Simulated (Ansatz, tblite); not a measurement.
# SnH2(NHEt)2 (C4H14N2Sn): a ladder of methods and basis sets

One table from this session's results is given with a row withheld; the runs are named, their logs left out.

Computed with Ansatz 0.2.0, Gaussian basis. Level: as each input shows.

Plan: GFN1-xTB, GFN2-xTB, PBE-D4/def2-TZVP, r2SCAN-D4/def2-TZVP, HF/def2-TZVP, HSE06-D4/def2-TZVP, BHLYP-D4/def2-TZVP, PBE-D4/def2-SVP, PBE0-D4/def2-SVP, PBE0-D4/def2-TZVPD, PBE-D4/def2-TZVPD, HF/def2-TZVPD, CCSD(T)/def2-SVP, MP2/def2-TZVP, RPA/def2-TZVP.

3 further runs of the same task are left out: 3 set aside as unsound or not needed.

### The structure

The geometry is that of the singlet, from an earlier relaxation (PBE-D4/def2-SVP).

21 atoms, charge 0, spin multiplicity 1.

Bond lengths: Sn1–H2 1.741 Å, Sn1–H3 1.742 Å, Sn1–N4 2.061 Å, Sn1–N13 2.061 Å, N4–C5 1.456 Å, N4–H7 1.027 Å, C5–C6 1.534 Å, C5–H8 1.116 Å, C5–H9 1.114 Å, C6–H10 1.111 Å, C6–H11 1.111 Å, C6–H12 1.111 Å, N13–C14 1.456 Å, N13–H16 1.027 Å, C14–C15 1.534 Å, C14–H17 1.116 Å, C14–H18 1.113 Å, C15–H19 1.111 Å and more. Angles: H2–Sn1–H3 112.2°, H2–Sn1–N4 102.6°, H2–Sn1–N13 119.8°, H3–Sn1–N4 119.8°, H3–Sn1–N13 102.6°, N4–Sn1–N13 100.2°, Sn1–N4–C5 121.2°, Sn1–N4–H7 112.0°, C5–N4–H7 111.8°, N4–C5–C6 116.1°, N4–C5–H8 108.7°, N4–C5–H9 108.2°, C6–C5–H8 108.9°, C6–C5–H9 109.2°, H8–C5–H9 105.1°, C5–C6–H10 111.1°, C5–C6–H11 111.7°, C5–C6–H12 110.9° and more.

Sn takes a core potential in the def2 sets. No spin-orbit coupling is included.

PBE0-D4/def2-TZVP was run before; its log isn't repeated, and its numbers join the tables.

The first run:

Tight binding, by tblite at 300 K electronic temperature and without a spin-polarisation term:

```python
tblite.interface.Calculator('GFN1-xTB', numbers, positions, charge=0, uhf=0).singlepoint()
```

Tight binding, by tblite at 300 K electronic temperature and without a spin-polarisation term:

```python
tblite.interface.Calculator('GFN2-xTB', numbers, positions, charge=0, uhf=0).singlepoint()
```

start.molden holds the orbitals of an earlier run on this state, given as this run's starting guess.

File in.yaml:

```yaml
crystal:
  periodic: [false, false, false]
  atoms:
    - {symbol: Sn, position_ang: [0.260396, -0.040670, 0.393331]}
    - {symbol: H, position_ang: [-0.267481, -0.030385, 2.052487]}
    - {symbol: H, position_ang: [1.987748, -0.215079, 0.254765]}
    - {symbol: N, position_ang: [-0.667094, 1.627606, -0.384365]}
    - {symbol: C, position_ang: [-0.696104, 2.885933, 0.348002]}
    - {symbol: C, position_ang: [0.615730, 3.681044, 0.377713]}
    - {symbol: H, position_ang: [-0.438191, 1.768601, -1.375863]}
    - {symbol: H, position_ang: [-1.499686, 3.531453, -0.079989]}
    - {symbol: H, position_ang: [-1.019338, 2.673936, 1.392367]}
    - {symbol: H, position_ang: [1.424126, 3.102096, 0.873854]}
    - {symbol: H, position_ang: [0.502165, 4.641831, 0.923360]}
    - {symbol: H, position_ang: [0.960674, 3.916432, -0.651545]}
    - {symbol: N, position_ang: [-0.442250, -1.485331, -0.897235]}
    - {symbol: C, position_ang: [0.190933, -2.794026, -0.978398]}
    - {symbol: C, position_ang: [-0.096731, -3.758001, 0.179651]}
    - {symbol: H, position_ang: [-1.466766, -1.557176, -0.884283]}
    - {symbol: H, position_ang: [-0.112107, -3.279950, -1.936384]}
    - {symbol: H, position_ang: [1.290900, -2.643726, -1.064187]}
    - {symbol: H, position_ang: [0.268263, -3.344790, 1.144508]}
    - {symbol: H, position_ang: [0.392557, -4.743161, 0.025412]}
    - {symbol: H, position_ang: [-1.187735, -3.936615, 0.286800]}
basis:
  gaussian: {orbitals: def2-TZVP, initial_orbitals: start.molden}
hamiltonian: {xc: pbe, dispersion: d4}
scf: {omitted_lower_state_checks: [starts]}
output: {orbitals: {seedname: orbitals}}
```

Started as:

```
$ ansatz run in.yaml --threads 2 --pin off --events-out ev --progress --plain --max-ram 31744MiB --backend cuda --devices 0, --max-vram 18GiB
```

Among the steps run: PBE-D4/def2-TZVP; r2SCAN-D4/def2-TZVP; HF/def2-TZVP; HSE06-D4/def2-TZVP; BHLYP-D4/def2-TZVP; PBE-D4/def2-SVP; PBE0-D4/def2-SVP; PBE0-D4/def2-TZVPD; PBE-D4/def2-TZVPD; HF/def2-TZVPD; CCSD(T)/def2-SVP; MP2/def2-TZVP; RPA/def2-TZVP.

One table of the session follows, with a row left open; its other results are not shown here.

| method | binding an atom (eV) |
| --- | --- |
| HF/def2-SVP | 2.661 |
| HF/def2-TZVP | 2.630 |
| HF/def2-TZVPD | 2.632 |
| PBE-D4/def2-SVP | 3.765 |
| PBE-D4/def2-TZVP | 3.748 |
| PBE-D4/def2-TZVPD | 3.750 |
| r2SCAN-D4/def2-TZVP | 3.670 |
| PBE0-D4/def2-SVP | 3.707 |
| PBE0-D4/def2-TZVP | 3.687 |
| PBE0-D4/def2-TZVPD | 3.689 |
| HSE06-D4/def2-TZVP | 3.689 |
| BHLYP-D4/def2-TZVP | 3.587 |
| MP2/def2-SVP | 3.501 |
| MP2/def2-TZVP | 3.553 |
| CCSD/def2-SVP | ? |
| CCSD(T)/def2-SVP | 3.496 |

Q: Estimate the row for CCSD/def2-SVP from the others.

**Answer.** binding an atom (eV): 3.461. In the column «binding an atom (eV)» it lies between HF/def2-SVP (2.661) and CCSD(T)/def2-SVP (3.496).

Some runs used a GPU and others CPU threads alone, so the times don't compare the methods' cost.

To keep in mind: Free atoms were run apart at each level; binding is atoms less cluster, divided by the number of atoms, without zero-point or spin-orbit terms. The yardstick is in a double-zeta basis, so levels in larger sets aren't compared like for like. CCSD(T)/def2-SVP isn't at the basis-set limit; small misses against it rank nothing.
